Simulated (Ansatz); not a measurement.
# CH₅GaS: how energies converge with the basis set

One table from this session's results is given with a row withheld; the runs are named, their logs left out.

Program: Ansatz 0.2.0, Gaussian basis. Level of theory: one geometry, several basis sets. These are calculated values, not measurements.

Levels to be run: PBE0-D4/def2-SVP; ωB97M-V/def2-SVP; PBE0-D4/def2-QZVPP; ωB97M-V/def2-QZVPP; the functionals' def2-TZVPP values are taken from earlier runs.

### Structure used throughout

All runs share one geometry, relaxed beforehand with PBE0-D4 in a triple-zeta def2 set.

SMILES `S[CH2][GaH2]`, 8 atoms, charge 0, spin multiplicity 1.

Atoms are counted from 1 here; the program's logs count them from 0.

Bond lengths: S1–C2 1.841 Å, S1–H4 1.343 Å, C2–Ga3 1.974 Å, C2–H5 1.088 Å, C2–H6 1.086 Å, Ga3–H7 1.566 Å, Ga3–H8 1.562 Å. Angles: C2–S1–H4 97.2°, S1–C2–Ga3 86.7°, S1–C2–H5 105.6°, S1–C2–H6 110.7°, Ga3–C2–H5 115.8°, Ga3–C2–H6 123.6°, H5–C2–H6 110.3°, C2–Ga3–H7 117.0°, C2–Ga3–H8 117.8°, H7–Ga3–H8 125.0°.

Set-up of the first run:

Contents of in.yaml:

```yaml
crystal:
  periodic: [false, false, false]
  atoms:
    - {symbol: S, position_ang: [-1.384926, 0.593091, 0.562013]}
    - {symbol: C, position_ang: [0.379277, 0.868400, 0.111825]}
    - {symbol: Ga, position_ang: [0.523683, -1.093262, -0.053031]}
    - {symbol: H, position_ang: [-1.850265, 0.404559, -0.683861]}
    - {symbol: H, position_ang: [0.841960, 1.304964, 0.995067]}
    - {symbol: H, position_ang: [0.458149, 1.549743, -0.730403]}
    - {symbol: H, position_ang: [0.085142, -1.725840, -1.416669]}
    - {symbol: H, position_ang: [0.946990, -1.901646, 1.215059]}
basis:
  gaussian: {orbitals: def2-SVP}
hamiltonian: {xc: pbe0, dispersion: d4}
output: {orbitals: {seedname: orbitals}}
```

On the command line:

```sh
$ ansatz run in.yaml --threads 2 --pin off --events-out ev --progress --plain --max-ram 4352MiB
```

Among the steps run: PBE0-D4 in def2-SVP; ωB97M-V in def2-SVP; PBE0-D4 in def2-QZVPP; ωB97M-V in def2-QZVPP.

One of the session's tables, all rows but one given; the rest of the session is left out.

It belongs to the step «Functionals by basis». 

```
functional       basis  HOMO (eV)
   PBE0-D4    def2-SVP          ?
   PBE0-D4  def2-TZVPP      -6.93
   PBE0-D4  def2-QZVPP      -6.93
   ωB97M-V    def2-SVP      -9.01
   ωB97M-V  def2-TZVPP      -9.05
   ωB97M-V  def2-QZVPP      -9.06
```

Q: Estimate the row for PBE0-D4, def2-SVP from the others.

As computed: HOMO (eV): -6.91. In the column «HOMO (eV)» it is the highest.
